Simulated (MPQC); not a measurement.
# One shape, several levels: H2Se (SeH2)

Wanted: a comparison of 3 runs (HF/3-21G, PBE/pcseg-1, B3LYP/aug-cc-pVDZ) of H2Se (SeH2). 

The calculation is run with MPQC 2.3.1.

3 further runs of the same task are left out: 3 set aside as unsound or not needed.

## (1) The molecule

H2Se: 3 atoms, total charge 0, spin state singlet. SMILES: `[H][Se][H]`. Geometry: a GFN2-xTB relaxation, a rough one for these elements and not checked as a minimum.

Bond lengths: Se1–H2 1.436 Å, Se1–H3 1.439 Å. Angles: H2–Se1–H3 91.3°.

## (2) Energy and forces at HF/3-21G (run 1)

Input file run.in:

```
% emacs should use -*- KeyVal -*- mode
molecule<Molecule>: (
  symmetry = c1
  unit = bohr
  { atoms geometry } = {
    Se [ 0.01060136    -0.01473986    -1.26549289 ]
    H  [ 1.93727163    -0.03204976     0.64658869 ]
    H  [ -1.94787300     0.04678962     0.61890420 ]
  }
)
basis<GaussianBasisSet>: (
  name = "3-21G"
  molecule = $:molecule
  basisdir = "."
  puream = yes
)
mpqc: (
  checkpoint = no
  savestate = no
  restart = no
  do_energy = yes
  do_gradient = yes
  optimize = no
  mole<CLHF>: (
    molecule = $:molecule
    basis = $:basis
    total_charge = 0
    memory = 1000000000
    print_evals = yes
    maxiter = 120
    value_accuracy = 1e-08
    guess_wavefunction<CLHF>: (
      molecule = $:molecule
      total_charge = 0
      memory = 1000000000
      value_accuracy = 1e-3
      basis<GaussianBasisSet>: (
        name = "STO-3G"
        molecule = $:molecule
      )
    )
  )
)
```

The basis set 3-21G is read from a file made from the Basis Set Exchange's data (not shown).

Launch:

```
$ mpqc run.in > run.out
```

The log of the run:

```text
MPQC: Massively Parallel Quantum Chemistry
[...]
  LUMO is    19   A =   0.159433
  total scf energy = -2389.6113783804
[...]
Value of the MolecularEnergy: -2389.6113783804
  Gradient of the MolecularEnergy:
      1    0.0005865584
      2    0.0001695723
      3    0.0158164573
      4   -0.0130110991
      5    0.0001692584
      6   -0.0083501758
      7    0.0124245408
      8   -0.0003388307
      9   -0.0074662815
  Function Parameters:
    value_accuracy    = 4.888376e-09 (1.000000e-08) (computed)
[...]
      symmetry = c1
[...]
```

It took 0.21 s on 1 thread of Arm Neoverse V1, shared host.

## (3) Energy and gradient at PBE/pcseg-1 (run 2)

Input file job.in:

```
% H2Se
molecule<Molecule>: (
    symmetry = c1
    unit = angstrom
    { atoms geometry } = {
        Se [ 0.005610      -0.007800      -0.669670 ]
        H  [ 1.025160      -0.016960       0.342160 ]
        H  [ -1.030770       0.024760       0.327510 ]
    }
)
basis<GaussianBasisSet>: (
    name = "pcseg-1"
    molecule = $:molecule
    basisdir = "."
    puream = yes
)
mpqc: (
    checkpoint = no
    savestate = no
    restart = no
    do_energy = yes
    do_gradient = yes
    optimize = no
    mole<CLKS>: (
        molecule = $:molecule
        basis = $:basis
        total_charge = 0
        memory = 1000000000
        print_evals = yes
        maxiter = 120
        value_accuracy = 1e-08
        functional<StdDenFunctional>: ( name = "PBE" )
        integrator<RadialAngularIntegrator>: ( grid = xfine )
        guess_wavefunction<CLHF>: (
            molecule = $:molecule
            total_charge = 0
            memory = 1000000000
            value_accuracy = 1e-3
            basis<GaussianBasisSet>: (
                name = "STO-3G"
                molecule = $:molecule
            )
        )
    )
)
```

The basis set pcseg-1 is read from a file made from the Basis Set Exchange's data (not shown).

Launch:

```
$ mpqc -o job.out job.in
```

The log of the run:

```text
MPQC: Massively Parallel Quantum Chemistry
[...]
  WARNING: BeckeIntegrationWeight usually uses the atomic maximum
           probability radius, however this is not available for
[...]
  Integrated electron density error = -0.000177501472
  iter     1 energy = -2401.5799403309 delta = 3.93031e-01
[...]
  Integrated electron density error = 0.000000091724
  iter    12 energy = -2402.1123215363 delta = 7.73471e-08
  Integrated electron density error = 0.000000091724
  iter    13 energy = -2402.1123215363 delta = 2.31730e-08
  Integrated electron density error = 0.000000091725
  iter    14 energy = -2402.1123215363 delta = 1.40597e-08
[...]
  LUMO is    19   A =  -0.013723
  total scf energy = -2402.1123215363
[...]
  Integrated electron density error = 0.000000091636
  Total Gradient:
[...]
Value of the MolecularEnergy: -2402.1123215363
  Gradient of the MolecularEnergy:
      1    0.0005382781
      2    0.0003348015
      3    0.0301453539
      4   -0.0155111705
      5    0.0001372419
      6   -0.0155676013
      7    0.0149728923
      8   -0.0004720433
      9   -0.0145777526
  Closed Shell Kohn-Sham (CLKS) Parameters:
    Function Parameters:
[...]
        symmetry = c1
[...]
```

Run time: 11 s. Hardware: 1 thread of Arm Neoverse V1, shared host.

## (4) Energy and gradient at B3LYP/aug-cc-pVDZ (run 3)

Input file mol.in:

```
molecule<Molecule>: (
  symmetry = c1
  unit = angstrom
  { atoms geometry } = {
    Se [ 0.005610 -0.007800 -0.669670 ]
    H  [ 1.025160 -0.016960 0.342160 ]
    H  [ -1.030770 0.024760 0.327510 ]
  }
)
basis<GaussianBasisSet>: (
  name = "aug-cc-pVDZ"
  molecule = $:molecule
  basisdir = "."
  puream = yes
)
mpqc: (
  checkpoint = no
  savestate = no
  restart = no
  do_energy = yes
  do_gradient = yes
  optimize = no
  mole<CLKS>: (
    molecule = $:molecule
    basis = $:basis
    total_charge = 0
    memory = 1000000000
    print_evals = yes
    maxiter = 120
    value_accuracy = 1e-08
    functional<StdDenFunctional>: ( name = "B3LYP" )
    integrator<RadialAngularIntegrator>: ( grid = xfine )
    guess_wavefunction<ExtendedHuckelWfn>: (
      molecule = $:molecule
      total_charge = 0
      multiplicity = 1
      basis<GaussianBasisSet>: (
        name = "STO-3G"
        molecule = $:molecule
      )
    )
  )
)
```

The basis set aug-cc-pVDZ is read from a file made from the Basis Set Exchange's data (not shown).

Launch:

```
$ mpqc mol.in > mol.out
```

The log of the run:

```text
MPQC: Massively Parallel Quantum Chemistry
[...]
  CLSCF::init: total charge = 0
[...]
  nbasis = 54
[...]
  WARNING: BeckeIntegrationWeight usually uses the atomic maximum
           probability radius, however this is not available for
[...]
  Integrated electron density error = -0.000596954467
  iter     1 energy = -2398.3850277510 delta = 2.80645e-01
[...]
  Integrated electron density error = 0.000000083741
  iter    11 energy = -2402.7597437967 delta = 3.17944e-07
  Integrated electron density error = 0.000000083740
  iter    12 energy = -2402.7597437968 delta = 1.09860e-07
  Integrated electron density error = 0.000000083725
  iter    13 energy = -2402.7597437968 delta = 2.16622e-08
[...]
  LUMO is    19   A =  -0.023414
  total scf energy = -2402.7597437968
[...]
  Integrated electron density error = 0.000000097629
  Total Gradient:
[...]
Value of the MolecularEnergy: -2402.7597437968
  Gradient of the MolecularEnergy:
      1    0.0005805537
      2    0.0002811414
      3    0.0255445105
      4   -0.0137486941
      5    0.0001278633
      6   -0.0132563028
      7    0.0131681403
      8   -0.0004090048
      9   -0.0122882078
  Closed Shell Kohn-Sham (CLKS) Parameters:
    Function Parameters:
[...]
        symmetry = c1
[...]
```

Wall time 29 s (1 thread of Arm Neoverse V1, shared host); peak memory 0.11 GiB.

## (5) Overview of the runs

| run | level | integration grid | starting guess | energy (Eh) | HOMO energy (eV) | LUMO energy (eV) | HOMO–LUMO gap (eV) | wall time |
| --- | --- | --- | --- | --- | --- | --- | --- | --- |
| 1 | HF/3-21G | – | STO-3G | -2389.611378 | -9.68 | 4.34 | 14.02 | 0.21 s |
| 2 | PBE/pcseg-1 | xfine | STO-3G | -2402.112322 | -5.78 | -0.37 | 5.40 | 11 s |
| 3 | B3LYP/aug-cc-pVDZ | xfine | huckel STO-3G | -2402.759744 | -6.89 | -0.64 | 6.25 | 29 s |

## (6) Results

```
                       quantity           value
            run 3: total energy  -2402.75974 Eh
             run 3: HOMO energy        -6.89 eV
             run 3: LUMO energy        -0.64 eV
           run 3: HOMO–LUMO gap         6.25 eV
run 3: largest force on an atom      1.314 eV/Å
```

**Reading.** The HOMO–LUMO gap runs from 5.40 eV (PBE/pcseg-1) to 14.02 eV (HF/3-21G). The two ends differ in method and basis. Totals of different functionals can't be ranked against each other. All runs together took 40 s, the longest 29 s.
